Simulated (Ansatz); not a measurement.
# the V-H system: a small convex hull

With Ansatz 0.2.0, Python API.

Interactive session:
```pycon
>>> from collections import Counter
>>> import ansatz as az
>>> from pymatgen.analysis.phase_diagram import PDEntry, PhaseDiagram
>>> from pymatgen.core import Composition
>>> POLARISED = {"VH2 Fm-3m", "VH Fm-3m", "VH P6_3/mmc", "V"}
>>> GASES = {"H2"}
>>> def solve(name, crystal):
...     calc = (
...         crystal.calculation()
...         .functional("pbesol")
...         .basis(500)  # plane waves up to this kinetic energy
...         .kpoints(spacing=0.27)  # the mesh must be finer for metals
...         .occupations("cold", width=0.02)
...     )
...     if name in POLARISED:
...         calc = calc.spin("collinear")
...     if name in GASES:
...         return calc.kpoints(1, 1, 1).relax(force_tolerance=0.03).run()
...     calc = calc.relax(force_tolerance=0.03, cell=True)
...     return calc.run()
...
>>> def counts(outcome):
...     return Counter(site.symbol for site in outcome.lattice.sites)
...
>>> phases = {}
>>> vh2_fm_3m = (
...     az.Lattice.fcc(4.271)
...     .space_group(225)
...     .atom("V", (0.0, 0.0, 0.0))
...     .atom("H", (0.25, 0.75, 0.75))
...     .primitive()
...     .moments(V=1.5)
... )
>>> phases["VH2 Fm-3m"] = vh2_fm_3m
>>> vh_fm_3m = (
...     az.Lattice.from_parameters(2.777167, 2.777167, 2.777167, alpha=60.0, beta=60.0, gamma=60.0)
...     .atom("V", (0.0, 0.0, 0.0))
...     .atom("H", (0.5, 0.5, 0.5))
...     .moments(V=1.5)
... )
>>> phases["VH Fm-3m"] = vh_fm_3m
>>> vh_p6_3_mmc = (
...     az.Lattice.from_parameters(2.73558, 2.73558, 4.935968, alpha=90, beta=90, gamma=120)
...     .space_group(194)
...     .atom("V", (0.0, 0.0, 0.0))
...     .atom("H", (2 / 3, 1 / 3, 0.75))
...     .moments(V=1.5)
... )
>>> phases["VH P6_3/mmc"] = vh_p6_3_mmc
>>> v = (
...     az.Lattice.bcc(3.0287)
...     .space_group(229)
...     .atom("V", (0.0, 0.0, 0.0))
...     .primitive()
...     .moments(V=1.5)
... )
>>> phases["V"] = v
>>> h2 = (
...     az.Lattice.orthorhombic(9.0, 9.5, 10.0)
...     .space_group(47, hermann_mauguin="Pmmm")
...     .atom("H", (0.5, 0.5, 0.4625))
... )
>>> phases["H2"] = h2
>>> done = {name: solve(name, crystal) for name, crystal in phases.items()}
RunWarning: the starting moments were not kept: the SCF closed with an absolute magnetisation of 1.1e-6 μB, where they sum to 1.5 μB in size (1 site). That is at most 0.1 of that sum. Measured as dr2_m measures the in/out step, that magnetisation stands 1.0e-12 eV from none, at or under the dr2_threshold of 1.0e-7 eV: it is no larger than a step whose dr2_m would equal this threshold. The system [...]
>>> entries = [PDEntry(Composition(dict(counts(o))), o.report["energy_sigma0_ev"], name=name) for name, o in done.items()]
>>> diagram = PhaseDiagram(entries)
>>> rows = [(e.name, e.composition.get_atomic_fraction("H"), diagram.get_form_energy_per_atom(e), diagram.get_e_above_hull(e)) for e in entries]
>>> rows.sort(key=lambda row: row[1])
>>> print("     phase        x(H)  E_form (eV/atom)  above hull (eV/atom)")
     phase        x(H)  E_form (eV/atom)  above hull (eV/atom)
>>> for row in rows:
...     print(f"{str(row[0]):>10}  {row[1]:10.3f}  {row[2]:16.4f}  {row[3]:20.4f}")
...
         V       0.000            0.0000                0.0000
  VH Fm-3m       0.500           -0.2461                0.0000
VH P6_3/mmc       0.500            0.0263                0.2724
 VH2 Fm-3m       0.667           -0.3144                0.0000
        H2       1.000            0.0000                0.0000
>>> print("on the hull of these phases:", ", ".join(row[0] for row in rows if row[3] < 1e-6))
on the hull of these phases: V, VH Fm-3m, VH2 Fm-3m, H2
```

The SCF didn't keep the moments it started from (some shrank, vanished or turned); what is printed is the state reached. For the metals among these phases the mesh is modest: differences between phases can be off by up to 40 meV an atom. The cells come from databases of deposited and of computed structures, and not all need be stable phases. Warnings are shown shortened and without file and line. Differences under about 40 meV an atom lie within the error of mesh and functional, so such verdicts may flip; only the cells listed enter the hull. Run time: 52 s on 1 thread of Arm Neoverse V2, on a shared host, peak memory 0.69 GiB.

(Lines on the test bed's own set-up are left out of the output.)
